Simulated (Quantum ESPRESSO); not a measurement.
# MoSe (Pm-3m) in Quantum ESPRESSO: notebook

The runs below take MoSe through Hubbard U by linear response, with PBEsol+U.

All numbers are computed with Quantum ESPRESSO 7.5; they aren't measurements. Logs are shortened: lines on timing, memory, paths and dates and some standing lists are left out, and cuts for length are marked.

### 1 The crystal as given

It takes space group Pm-3m (No. 221, cubic). Conventional cell: a = 3.500 Å, b = 3.500 Å, c = 3.500 Å, α = 90.00°, β = 90.00°, γ = 90.00°. Around Mo (site symmetry m-3m) lie 8 Se at 3.03 Å. Se (site symmetry m-3m) has 8 Mo at 3.03 Å as nearest neighbours.

The cell was built by a generator and needn't be a form met in nature.

### 2 Hubbard U by linear response, PBEsol+U

File pw.in:

```
&CONTROL
  calculation = 'scf'
  prefix = 'pwscf'
  outdir = './tmp'
  pseudo_dir = './pseudo'
  tprnfor = .true.
  tstress = .true.
  disk_io = 'low'
/
&SYSTEM
  ibrav = 0
  nat = 2
  ntyp = 2
  ecutwfc = 45
  ecutrho = 360
  nbnd = 19
  occupations = 'smearing'
  smearing = 'fd'
  degauss = 0.00367493
/
&ELECTRONS
  conv_thr = 4d-10
  electron_maxstep = 120
  mixing_beta = 0.3
/
ATOMIC_SPECIES
Mo    95.9500 mo_pbesol_v1.uspp.F.UPF
Se    78.9710 se_pbesol_v1.uspp.F.UPF
CELL_PARAMETERS angstrom
   3.5002295900    0.0000000000    0.0000000000
   0.0000000000    3.5002295900    0.0000000000
   0.0000000000    0.0000000000    3.5002295900
ATOMIC_POSITIONS crystal
Mo     0.0000000000    0.0000000000    0.0000000000
Se     0.5000000000    0.5000000000    0.5000000000
K_POINTS automatic
4 4 4 0 0 0
HUBBARD {ortho-atomic}
U Mo-4d 0.0001
```

File scf2.in:

```
&CONTROL
  calculation = 'scf'
  prefix = 'pwscf'
  outdir = './tmp'
  pseudo_dir = './pseudo'
  tprnfor = .true.
  tstress = .true.
  disk_io = 'low'
/
&SYSTEM
  ibrav = 0
  nat = 2
  ntyp = 2
  ecutwfc = 45
  ecutrho = 360
  nbnd = 19
  occupations = 'smearing'
  smearing = 'fd'
  degauss = 0.00367493
/
&ELECTRONS
  conv_thr = 1d-13
  electron_maxstep = 120
  mixing_beta = 0.3
  startingpot = 'file'
  startingwfc = 'file'
/
ATOMIC_SPECIES
Mo    95.9500 mo_pbesol_v1.uspp.F.UPF
Se    78.9710 se_pbesol_v1.uspp.F.UPF
CELL_PARAMETERS angstrom
   3.5002295900    0.0000000000    0.0000000000
   0.0000000000    3.5002295900    0.0000000000
   0.0000000000    0.0000000000    3.5002295900
ATOMIC_POSITIONS crystal
Mo     0.0000000000    0.0000000000    0.0000000000
Se     0.5000000000    0.5000000000    0.5000000000
K_POINTS automatic
4 4 4 0 0 0
HUBBARD {ortho-atomic}
U Mo-4d 0.0001
```

File hp.in:

```
&INPUTHP
  prefix = 'pwscf'
  outdir = './tmp'
  nq1 = 2
  nq2 = 2
  nq3 = 2
  conv_thr_chi = 1d-06
  niter_max = 80
  iverbosity = 1
  alpha_mix(1) = 0.15
/
```

Potentials or basis: GBRV 1.5 PBEsol.

Run with:

```bash
$ OMP_NUM_THREADS=1 pw.x -in pw.in > pw.out
$ OMP_NUM_THREADS=1 pw.x -in scf2.in > scf2.out
$ OMP_NUM_THREADS=1 hp.x -in hp.in > hp.out
```

pw.out:

```text
This program is part of the open-source Quantum ESPRESSO suite
     for quantum simulation of materials; please cite
[... 9 lines left out ...]
     --------------------
     sticks:   dense  smooth     PW     G-vecs:    dense   smooth      PW
     Sum        1245     621    193                33371    11753    2103

     Using Slab Decomposition

     bravais-lattice index     =            0
     lattice parameter (alat)  =       6.6145  a.u.
     unit-cell volume          =     289.3918 (a.u.)^3
     number of atoms/cell      =            2
     number of atomic types    =            2
     number of electrons       =        20.00
     number of Kohn-Sham states=           19
     kinetic-energy cutoff     =      45.0000  Ry
     charge density cutoff     =     360.0000  Ry
     scf convergence threshold =      4.0E-10
     mixing beta               =       0.3000
     number of iterations used =            8  plain     mixing
     Exchange-correlation= SLA  PW   PSX  PSC
                           (   1   4  10   8   0   0   0)
     Hubbard projectors: ortho-atomic
     Hubbard parameters of DFT+U (Dudarev formulation) in eV:
     U(Mo-4d) =  0.0001

     Internal variables: lda_plus_u =T, lda_plus_u_kind = 0

     Internal variables: orbital_resolved =F, hub_pot_fix =F, apply_U = F

     celldm(1)=   6.614475  celldm(2)=   0.000000  celldm(3)=   0.000000
     celldm(4)=   0.000000  celldm(5)=   0.000000  celldm(6)=   0.000000

     crystal axes: (cart. coord. in units of alat)
               a(1) = (   1.000000   0.000000   0.000000 )
               a(2) = (   0.000000   1.000000   0.000000 )
               a(3) = (   0.000000   0.000000   1.000000 )

     reciprocal axes: (cart. coord. in units 2 pi/alat)
               b(1) = (  1.000000  0.000000  0.000000 )
               b(2) = (  0.000000  1.000000  0.000000 )
               b(3) = (  0.000000  0.000000  1.000000 )

     PseudoPot. # 1 for Mo read from file:
     mo_pbesol_v1.uspp.F.UPF
     Pseudo is Ultrasoft + core correction, Zval = 14.0
     Generated by new atomic code, or converted to UPF format
     Using radial grid of  889 points,  6 beta functions with:
                l(1) =   0
                l(2) =   0
                l(3) =   1
                l(4) =   1
                l(5) =   2
                l(6) =   2
     Q(r) pseudized with  6 coefficients,  rinner =    1.000   1.000   1.000
                                                       1.000   1.000

     PseudoPot. # 2 for Se read from file:
     se_pbesol_v1.uspp.F.UPF
     Pseudo is Ultrasoft + core correction, Zval =  6.0
     Generated by new atomic code, or converted to UPF format
     Using radial grid of  877 points,  6 beta functions with:
                l(1) =   0
                l(2) =   0
                l(3) =   1
                l(4) =   1
                l(5) =   2
                l(6) =   2
     Q(r) pseudized with  8 coefficients,  rinner =    1.300   1.300   1.300
                                                       1.300   1.300

     atomic species   valence    mass     pseudopotential
     Mo               14.00    95.95000     Mo( 1.00)
     Se                6.00    78.97100     Se( 1.00)

     48 Sym. Ops., with inversion, found

   Cartesian axes

     site n.     atom                  positions (alat units)
         1        Mo     tau(   1) = (   0.0000000   0.0000000   0.0000000  )
         2        Se     tau(   2) = (   0.5000000   0.5000000   0.5000000  )

     number of k points=    10  Fermi-Dirac smearing, width (Ry)=  0.0037
                       cart. coord. in units 2pi/alat
        k(    1) = (   0.0000000   0.0000000   0.0000000), wk =   0.0312500
        k(    2) = (   0.0000000   0.0000000   0.2500000), wk =   0.1875000
        k(    3) = (   0.0000000   0.0000000  -0.5000000), wk =   0.0937500
        k(    4) = (   0.0000000   0.2500000   0.2500000), wk =   0.3750000
        k(    5) = (   0.0000000   0.2500000  -0.5000000), wk =   0.3750000
        k(    6) = (   0.0000000  -0.5000000  -0.5000000), wk =   0.0937500
        k(    7) = (   0.2500000   0.2500000   0.2500000), wk =   0.2500000
        k(    8) = (   0.2500000   0.2500000  -0.5000000), wk =   0.3750000
        k(    9) = (   0.2500000  -0.5000000  -0.5000000), wk =   0.1875000
        k(   10) = (  -0.5000000  -0.5000000  -0.5000000), wk =   0.0312500

     Dense  grid:    33371 G-vectors     FFT dimensions: (  40,  40,  40)

     Smooth grid:    11753 G-vectors     FFT dimensions: (  30,  30,  30)

     Initial potential from superposition of free atoms

     starting charge      19.9990, renormalised to      20.0000

     STARTING HUBBARD OCCUPATIONS:

     =================== HUBBARD OCCUPATIONS ===================
     ------------------------ ATOM    1 ------------------------
     Tr[ns(  1)] =   4.00000
     eigenvalues:
       0.400  0.400  0.400  0.400  0.400
     eigenvectors (columns):
       1.000  0.000  0.000  0.000  0.000
       0.000  1.000  0.000  0.000  0.000
       0.000  0.000  1.000  0.000  0.000
       0.000  0.000  0.000  1.000  0.000
       0.000  0.000  0.000  0.000  1.000
     occupation matrix ns (before diag.):
       0.400  0.000  0.000  0.000  0.000
       0.000  0.400  0.000  0.000  0.000
       0.000  0.000  0.400  0.000  0.000
       0.000  0.000  0.000  0.400  0.000
       0.000  0.000  0.000  0.000  0.400

     Number of occupied Hubbard levels =    4.0000

     Atomic wfc used for Hubbard projectors are orthogonalized

     Starting wfcs are   17 randomized atomic wfcs +    2 random wfcs

     Self-consistent Calculation

     iteration #  1     ecut=    45.00 Ry     beta= 0.30
     Davidson diagonalization with overlap
     ethr =  1.00E-02,  avg # of iterations =  3.5

     =================== HUBBARD OCCUPATIONS ===================
     ------------------------ ATOM    1 ------------------------
     Tr[ns(  1)] =   5.15831
     eigenvalues:
       0.476  0.476  0.476  0.576  0.576
     eigenvectors (columns):
      -0.000 -0.000 -0.000 -0.193 -0.981
      -0.239 -0.970  0.056 -0.000  0.000
      -0.657  0.204  0.726 -0.000  0.000
       0.000  0.000  0.000 -0.981  0.193
       0.715 -0.136  0.686  0.000 -0.000
     occupation matrix ns (before diag.):
       0.576 -0.000 -0.000 -0.000  0.000
      -0.000  0.476 -0.000  0.000  0.000
      -0.000 -0.000  0.476  0.000  0.000
      -0.000  0.000  0.000  0.576 -0.000
       0.000  0.000  0.000 -0.000  0.476

     Number of occupied Hubbard levels =    5.1583

     Threshold (ethr) on eigenvalues was too large:
     Diagonalizing with lowered threshold

     Davidson diagonalization with overlap
     ethr =  1.31E-04,  avg # of iterations =  3.3

     total energy              =    -182.51490117 Ry
     estimated scf accuracy    <       0.02626996 Ry

     iteration #  2     ecut=    45.00 Ry     beta= 0.30
     Davidson diagonalization with overlap
     ethr =  1.31E-04,  avg # of iterations =  1.0

     total energy              =    -182.51867739 Ry
     estimated scf accuracy    <       0.00629200 Ry

     iteration #  3     ecut=    45.00 Ry     beta= 0.30
     Davidson diagonalization with overlap
     ethr =  3.15E-05,  avg # of iterations =  1.5

     total energy              =    -182.51903862 Ry
     estimated scf accuracy    <       0.00132865 Ry

     iteration #  4     ecut=    45.00 Ry     beta= 0.30
     Davidson diagonalization with overlap
     ethr =  6.64E-06,  avg # of iterations =  2.9

     total energy              =    -182.51924153 Ry
     estimated scf accuracy    <       0.00012828 Ry

     iteration #  5     ecut=    45.00 Ry     beta= 0.30
     Davidson diagonalization with overlap
     ethr =  6.41E-07,  avg # of iterations =  4.2

     total energy              =    -182.51926670 Ry
     estimated scf accuracy    <       0.00001076 Ry

     iteration #  6     ecut=    45.00 Ry     beta= 0.30
     Davidson diagonalization with overlap
     ethr =  5.38E-08,  avg # of iterations =  2.7

     total energy              =    -182.51926988 Ry
     estimated scf accuracy    <       0.00000049 Ry

     iteration #  7     ecut=    45.00 Ry     beta= 0.30
     Davidson diagonalization with overlap
     ethr =  2.46E-09,  avg # of iterations =  4.1

     total energy              =    -182.51927018 Ry
     estimated scf accuracy    <       0.00000028 Ry

     iteration #  8     ecut=    45.00 Ry     beta= 0.30
     Davidson diagonalization with overlap
     ethr =  1.39E-09,  avg # of iterations =  2.2

     End of self-consistent calculation

     =================== HUBBARD OCCUPATIONS ===================
     ------------------------ ATOM    1 ------------------------
     Tr[ns(  1)] =   5.00647
     eigenvalues:
       0.454  0.454  0.454  0.570  0.570
     eigenvectors (columns):
      -0.000 -0.000 -0.000 -0.071 -0.997
      -0.230  0.254 -0.939 -0.000  0.000
      -0.652  0.676  0.343 -0.000  0.000
       0.000  0.000  0.000 -0.997  0.071
       0.722  0.692  0.010  0.000 -0.000
     occupation matrix ns (before diag.):
       0.570 -0.000 -0.000 -0.000  0.000
      -0.000  0.454 -0.000  0.000  0.000
      -0.000 -0.000  0.454  0.000  0.000
      -0.000  0.000  0.000  0.570 -0.000
       0.000  0.000  0.000 -0.000  0.454

     Number of occupied Hubbard levels =    5.0065

          k = 0.0000 0.0000 0.0000 (  1419 PWs)   bands (ev):

   -49.8430 -23.8559 -23.8559 -23.8559  -3.0335   9.2615   9.2615   9.7514
     9.7514   9.7514  11.7794  11.7794  11.7794  12.0481  19.7258  19.7258
    25.0672  25.0672  25.0672

          k = 0.0000 0.0000 0.2500 (  1446 PWs)   bands (ev):

   -49.8408 -23.8971 -23.8524 -23.8524  -2.6364   6.5214   9.1333   9.1333
     9.5091  10.8960  11.8608  12.7881  12.7881  14.2958  18.4972  20.4377
    21.4508  21.4508  23.4570

          k = 0.0000 0.0000-0.5000 (  1462 PWs)   bands (ev):

   -49.8386 -23.9379 -23.8488 -23.8488  -2.1487   4.8543   8.7145   8.7145
     9.7926  11.9451  12.5072  13.8408  13.8408  15.3285  17.4527  18.2268
    19.2935  19.2935  25.2888

          k = 0.0000 0.2500 0.2500 (  1480 PWs)   bands (ev):

   -49.8386 -23.8937 -23.8918 -23.8490  -2.3224   6.6146   7.4465   9.2652
    10.0684  11.3080  11.6097  11.6734  13.0936  16.0354  18.4521  20.0527
    21.0849  21.3001  23.4847

          k = 0.0000 0.2500-0.5000 (  1498 PWs)   bands (ev):

   -49.8364 -23.9328 -23.8884 -23.8457  -1.9542   5.5667   7.6262   9.2833
     9.9708  11.3519  11.8828  12.4436  12.8244  15.3964  17.6984  20.1200
    21.1256  21.1594  24.8559

          k = 0.0000-0.5000-0.5000 (  1492 PWs)   bands (ev):

   -49.8341 -23.9275 -23.9275 -23.8424  -1.7372   6.6698   6.6698   9.3253
    10.8190  10.8775  10.8775  11.0979  12.7101  14.6379  19.8887  19.8887
    20.9683  24.6419  24.6420

          k = 0.2500 0.2500 0.2500 (  1469 PWs)   bands (ev):

   -49.8363 -23.8902 -23.8877 -23.8877  -2.0342   7.2984   7.3005   7.3005
    10.7336  10.7336  11.4517  12.8959  12.8959  15.5774  19.3765  19.3765
    21.4190  21.7510  21.7510

          k = 0.2500 0.2500-0.5000 (  1472 PWs)   bands (ev):

   -49.8341 -23.9278 -23.8851 -23.8836  -1.6981   5.9563   7.1384   8.3008
    10.6477  10.8108  11.1389  12.7190  13.9337  15.7574  17.4236  17.6472
    21.7779  23.7381  24.4293

          k = 0.2500-0.5000-0.5000 (  1460 PWs)   bands (ev):

   -49.8319 -23.9228 -23.9228 -23.8804  -1.4029   6.3416   6.3416   7.6362
    10.5274  11.8039  11.8039  12.7400  13.4569  14.6363  17.3171  17.3172
    21.4920  23.5447  27.6225

          k =-0.5000-0.5000-0.5000 (  1472 PWs)   bands (ev):

   -49.8297 -23.9182 -23.9182 -23.9182  -0.9965   6.0624   6.0624   6.0624
    12.7701  12.7701  14.0928  14.0928  14.0928  14.1165  14.1165  14.1165
    18.2435  29.3861  29.3864

     the Fermi energy is    11.3646 ev

!    total energy              =    -182.51927024 Ry
     estimated scf accuracy    <          1.6E-10 Ry
     smearing contrib. (-TS)   =      -0.00227515 Ry
     internal energy E=F+TS    =    -182.51699509 Ry

     The total energy is F=E-TS. E is the sum of the following terms:
     one-electron contribution =     -44.05991631 Ry
     hartree contribution      =      29.67844598 Ry
     xc contribution           =     -48.25024853 Ry
     ewald contribution        =    -119.88528529 Ry
     Hubbard energy            =       0.00000907 Ry

     convergence has been achieved in   8 iterations

     Forces acting on atoms (cartesian axes, Ry/au):

     atom    1 type  1   force =     0.00000000    0.00000000    0.00000000
     atom    2 type  2   force =     0.00000000    0.00000000    0.00000000

     Total force =     0.000000     Total SCF correction =     0.000000

     Computing stress (Cartesian axis) and pressure

          total   stress  (Ry/bohr**3)                   (kbar)     P=     -310.75
  -0.00211246   0.00000000   0.00000000         -310.75        0.00        0.00
   0.00000000  -0.00211246   0.00000000            0.00     -310.75        0.00
   0.00000000   0.00000000  -0.00211246            0.00        0.00     -310.75

=------------------------------------------------------------------------------=
   JOB DONE.
=------------------------------------------------------------------------------=
```

It took 2.2 min on 1 thread of Arm Neoverse V1, shared host; peak memory 0.15 GiB.

What came out:

```
Free energy                    : -2483.3012 eV
Pressure                       : -31.1 GPa
Band gap on the k mesh         : none (metal or under the smearing width)
Hubbard U from linear response : 3.81 eV
```

Eigenvalues of the final occupation matrices:
| site | spin | trace | eigenvalues |
| --- | --- | --- | --- |
| Mo 1 4d | each | 2.50 | 0.45 0.45 0.45 0.57 0.57 |

Hubbard U from linear response:
| site | manifold | U (eV) |
| --- | --- | --- |
| 1 | Mo-4d | 3.81 |
On the first site the bare response is -2.993 and the screened one -0.233 eV⁻¹.

Caveat: the k mesh is coarse (spacing up to 0.45 Å⁻¹), so the values aren't converged; a pressure of tens of GPa on the cell as given is suspect, and the run, the potentials or the cell itself is likely at fault; U without spin polarisation on a metal has little footing.

### 3 Hubbard U by linear response, PBEsol+U

Edit pw.in of step 2 so:

```diff
@@ -38,2 +38,2 @@
 HUBBARD {ortho-atomic}
-U Mo-4d 0.0001
+U Mo-4d 2.0
```

Edit scf2.in of step 2 so:

```diff
@@ -40,2 +40,2 @@
 HUBBARD {ortho-atomic}
-U Mo-4d 0.0001
+U Mo-4d 2.0
```

hp.in is that of step 2.

Potentials or basis: GBRV 1.5 PBEsol.

Run with:

```bash
$ OMP_NUM_THREADS=1 pw.x -in pw.in > pw.out
$ OMP_NUM_THREADS=1 pw.x -in scf2.in > scf2.out
$ OMP_NUM_THREADS=1 hp.x -in hp.in > hp.out
```

pw.out:

```text
This program is part of the open-source Quantum ESPRESSO suite
     for quantum simulation of materials; please cite
[... 9 lines left out ...]
     --------------------
     sticks:   dense  smooth     PW     G-vecs:    dense   smooth      PW
     Sum        1245     621    193                33371    11753    2103

     Using Slab Decomposition

     bravais-lattice index     =            0
     lattice parameter (alat)  =       6.6145  a.u.
     unit-cell volume          =     289.3918 (a.u.)^3
     number of atoms/cell      =            2
     number of atomic types    =            2
     number of electrons       =        20.00
     number of Kohn-Sham states=           19
     kinetic-energy cutoff     =      45.0000  Ry
     charge density cutoff     =     360.0000  Ry
     scf convergence threshold =      4.0E-10
     mixing beta               =       0.3000
     number of iterations used =            8  plain     mixing
     Exchange-correlation= SLA  PW   PSX  PSC
                           (   1   4  10   8   0   0   0)
[... 305 lines left out ...]
    21.4777  23.5610  27.6343

          k =-0.5000-0.5000-0.5000 (  1472 PWs)   bands (ev):

   -49.8741 -23.9609 -23.9609 -23.9609  -0.9413   6.1333   6.1333   6.1333
    12.5212  12.5212  14.0925  14.0925  14.0925  14.1929  14.1929  14.1929
    18.2267  29.4065  29.4066

     the Fermi energy is    11.4475 ev

!    total energy              =    -182.33868808 Ry
     estimated scf accuracy    <          2.6E-11 Ry
     smearing contrib. (-TS)   =      -0.00320960 Ry
     internal energy E=F+TS    =    -182.33547848 Ry

     The total energy is F=E-TS. E is the sum of the following terms:
     one-electron contribution =     -44.03176401 Ry
     hartree contribution      =      29.66208685 Ry
     xc contribution           =     -48.25810936 Ry
     ewald contribution        =    -119.88528529 Ry
     Hubbard energy            =       0.17759333 Ry

     convergence has been achieved in  14 iterations

     Forces acting on atoms (cartesian axes, Ry/au):

     atom    1 type  1   force =     0.00000000    0.00000000    0.00000000
     atom    2 type  2   force =     0.00000000    0.00000000    0.00000000

     Total force =     0.000000     Total SCF correction =     0.000000

     Computing stress (Cartesian axis) and pressure

          total   stress  (Ry/bohr**3)                   (kbar)     P=     -302.80
  -0.00205837   0.00000000   0.00000000         -302.80        0.00        0.00
   0.00000000  -0.00205837   0.00000000            0.00     -302.80        0.00
   0.00000000   0.00000000  -0.00205837            0.00        0.00     -302.80

=------------------------------------------------------------------------------=
   JOB DONE.
=------------------------------------------------------------------------------=
```

It took 2.2 min on 1 thread of Arm Neoverse V1, shared host; peak memory 0.15 GiB.

Results:

* Free energy: -2480.8442 eV
* Pressure: -30.3 GPa
* Band gap on the k mesh: none (metal or under the smearing width)
* Hubbard U from linear response: 3.80 eV

Eigenvalues of the final occupation matrices:
| site | spin | trace | eigenvalues |
| --- | --- | --- | --- |
| Mo 1 4d | each | 2.49 | 0.42 0.42 0.42 0.61 0.61 |

Hubbard U from linear response:
| site | manifold | U (eV) |
| --- | --- | --- |
| 1 | Mo-4d | 3.80 |
On the first site the bare response is -3.269 and the screened one -0.235 eV⁻¹.

Caveat: the k mesh is coarse (spacing up to 0.45 Å⁻¹), so the values aren't converged; a pressure of tens of GPa on the cell as given is suspect, and the run, the potentials or the cell itself is likely at fault; U without spin polarisation on a metal has little footing.

(Continued in part 2 of 2.)
